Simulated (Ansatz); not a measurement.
What does this script print? It uses the Ansatz DFT code, driven from Python.

Script `report_ti2o.py`:
```python
"""Bonding analysis of Ti2O."""

import warnings

import ansatz as az
from ase.data import atomic_numbers
import numpy as np
import spglib

CUTOFF_EV = 510
KGRID = (8, 8, 5)


def main() -> None:
    warnings.simplefilter("ignore", az.DeckWarning)

    cell = (
        az.Lattice.from_parameters(2.9194, 2.9194, 4.713, alpha=90, beta=90, gamma=120)
        .space_group(164)
        .atom("Ti", [2 / 3, 1 / 3, 0.27874])
        .atom("O", [0.0, 0.0, 0.0])
    )

    job = cell.calculation()
    job = job.occupations(az.OccupationsMethod.FERMI_DIRAC, width=100 * az.meV)
    job = job.basis(CUTOFF_EV)
    job = job.kpoints(*KGRID)
    job = job.functional(az.Functional.PBESOL)
    job = job.cutoff_correction(756)
    job = job.xc_energy_on_converged_density(["blyp", "pbesol", "lda"])
    job = job.band_table()
    def show(event):
        row = event["data"]
        if event["event"] == "scf_iter" and row.get("harris_foulkes_ev") is not None:
            print(f"  iteration {row['iter']:3d}  Harris-Foulkes {row['harris_foulkes_ev']:.5f} eV  residual {row['dr2_ev']:.2e}")


    out = job.session().plan().execute(on_event=show)
    data = out.report

    for key in ("converged", "n_iterations", "n_electrons", "n_kpoints", "n_pw", "n_symmetry_ops", "free_energy_ev", "fermi_energy_ev"):
        print(f"{key:18s} {data[key]}")

    # estimate of what a larger basis would gain, without a second SCF
    estimate = data.get("cutoff_correction")
    if estimate:
        print("towards {} eV the energy would change by {:.2f} meV/atom".format(estimate["reference_ecutwfc_ev"], 1000 * estimate["energy_ev"] / len(out.lattice.sites)))

    spg_cell = (out.lattice.cell_ang, [s.position_frac for s in out.lattice.sites], [atomic_numbers[s.symbol] for s in out.lattice.sites])
    # the group found depends on the tolerance
    found = spglib.get_symmetry_dataset(spg_cell, symprec=1e-3)
    print(found.international, found.number, "point group", found.pointgroup)
    for site, letter, group in zip(out.lattice.sites, found.wyckoffs, found.site_symmetry_symbols):
        print(f"  {site.symbol:2s} Wyckoff {letter}  site symmetry {group}")

    print("other functionals on this density (not self-consistent, eV)")
    for entry in data.get("xc_energy_on_converged_density", []):
        print(entry["functional"], {k: round(v, 3) for k, v in entry.items() if isinstance(v, float)})

    # the band energy is the weighted sum of filled levels
    eps, occ = np.array(data["eigenvalues_ev"]), np.array(data["occupations"])
    wk = np.tile(data["kweights"], len(eps) // len(data["kweights"]))
    print(f"sum of w f eps = {wk @ (eps * occ).sum(axis=1):.4f} eV, reported band energy {data['components']['e_band']:.4f} eV")


if __name__ == "__main__":
    main()
```

```console
$ python report_ti2o.py
  iteration   1  Harris-Foulkes -5511.76270 eV  residual 6.46e-02
  iteration   2  Harris-Foulkes -5511.75135 eV  residual 2.09e-02
  iteration   3  Harris-Foulkes -5511.74687 eV  residual 1.29e-03
  iteration   4  Harris-Foulkes -5511.74654 eV  residual 4.71e-05
  iteration   5  Harris-Foulkes -5511.74654 eV  residual 5.43e-06
  iteration   6  Harris-Foulkes -5511.74654 eV  residual 7.67e-08
converged          True
n_iterations       6
n_electrons        30.0
n_kpoints          40
n_pw               941
n_symmetry_ops     12
free_energy_ev     -5511.746535618321
fermi_energy_ev    16.00922435089705
towards 756.0 eV the energy would change by -0.76 meV/atom
P-3m1 164 point group -3m
  Ti Wyckoff d  site symmetry 3m.
  Ti Wyckoff d  site symmetry 3m.
  O  Wyckoff a  site symmetry -3m.
other functionals on this density (not self-consistent, eV)
blyp {'e_xc_with_core_ev': -2545.776, 'free_energy_ev': -5583.92}
pbesol {'e_xc_with_core_ev': -2473.599, 'free_energy_ev': -5511.747}
lda {'e_xc_with_core_ev': -2421.013, 'free_energy_ev': -5459.171}
sum of w f eps = -237.0155 eV, reported band energy -237.0155 eV
```

What to keep in mind:
- Absolute energies stand on the zero of these potentials, so only differences at equal settings mean something.
- No spin polarisation was allowed.
- The computed bands are complete only to about 0.9 eV above the Fermi level.
- BLYP can be off by several per cent in the lattices of metals, and by several GPa in the pressure at a fixed cell.
- The mesh is modest for a metal, so energies can be off by several to tens of meV an atom and pressures by half a GPa or more; differences at equal mesh fare better.
- The zero of the levels is a convention of the potentials, so an absolute Fermi energy is no work function.
- The structure is a deposited one; some such entries were measured under pressure or heat, so a shift against it needn't be the functional's error alone.
- Gaps and levels are Kohn-Sham values on a finite set of k-points.
- The whole script took 2.3 s on 1 thread of Arm Neoverse V2 (shared host), peak memory 0.4 GiB.
